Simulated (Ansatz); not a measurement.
HfO2, space group Fm-3m: a convergence test of the k-point mesh, run with Ansatz's Python interface.

The script, `run_kconv.py`:
```python
# -*- coding: utf-8 -*-
"""Convergence of HfO2 with the k-point mesh."""

import ansatz as az
import numpy as np
from tabulate import tabulate

vectors = np.array([
    [0.0, 2.5575, 2.5575],
    [2.5575, 0.0, 2.5575],
    [2.5575, 2.5575, 0.0],
])
hfo2 = (
    az.Lattice.of(vectors)
    .atom("Hf", (0.0, 0.0, 0.0))
    .atom("O", (0.25, 0.25, 0.25))
    .atom("O", (0.75, 0.75, 0.75))
)

setup = (
    hfo2.calculation()
    .occupations("Fixed")
    .functional("PBE")
    .stress()
)

rows = []
for value in [(4, 4, 4), (6, 6, 6), (8, 8, 8), (10, 10, 10)]:
    report = setup.kpoints(mesh=value).run().report
    rows.append((value, report["free_energy_ev"] / len(report["lattice"]["sites"]), report["n_iterations"], sum(report["stress_gpa"][i][i] for i in range(3)) / 3, report["n_kpoints"]))

print(tabulate(rows, headers=["mesh", "F/atom (eV)", "iterations", "P (GPa)", "k-points"], floatfmt=".4f", tablefmt="github"))

# the last row is the reference
for row in rows[:-1]:
    shift = 1000 * (row[1] - rows[-1][1])
    print(f"{row[0]}: {shift:+.2f} meV/atom" + ("  (within 1 meV)" if abs(shift) < 1 else ""))
```

From which mesh on is the energy per atom within 1 meV of the last row, and how does it get there?

From 4×4×4 on it stays within 1 meV an atom of the value at 10×10×10; the first row (4×4×4) is off by 0.5 meV and the last but one by 0.05 meV. The pressure moves from -2.48 to -2.46 GPa.

The output:

`python run_kconv.py` gives:
```text
DeckWarning: basis.ecutwfc = 420 eV, auto-derived from the records' recommended cutoffs: set by Hf (normal level)
| mesh         |   F/atom (eV) |   iterations |   P (GPa) |   k-points |
|--------------|---------------|--------------|-----------|------------|
| (4, 4, 4)    |    -5620.4686 |            6 |   -2.4792 |          8 |
| (6, 6, 6)    |    -5620.4691 |            6 |   -2.4605 |         16 |
| (8, 8, 8)    |    -5620.4691 |            6 |   -2.4605 |         29 |
| (10, 10, 10) |    -5620.4692 |            6 |   -2.4585 |         47 |
(4, 4, 4): +0.52 meV/atom  (within 1 meV)
(6, 6, 6): +0.02 meV/atom  (within 1 meV)
(8, 8, 8): +0.05 meV/atom  (within 1 meV)
```
(Warnings from the package without file and line.)

Notes:
- No spin polarisation was allowed.
- This is a high-temperature or high-pressure form, not the ambient phase.
- Pressure is positive in compression.
- Spin-orbit coupling, which matters for elements this heavy, is left out.
- The starting cell is as deposited in a crystallographic database; the results hold for this polymorph, which needn't be the stable one.
- Shifts are counted from the finest mesh, which is itself no proven limit.
- The whole script took 4.4 s on 1 thread of Intel(R) Xeon(R) Processor @ 2.30GHz, with other jobs on the host, peak memory 0.51 GiB.
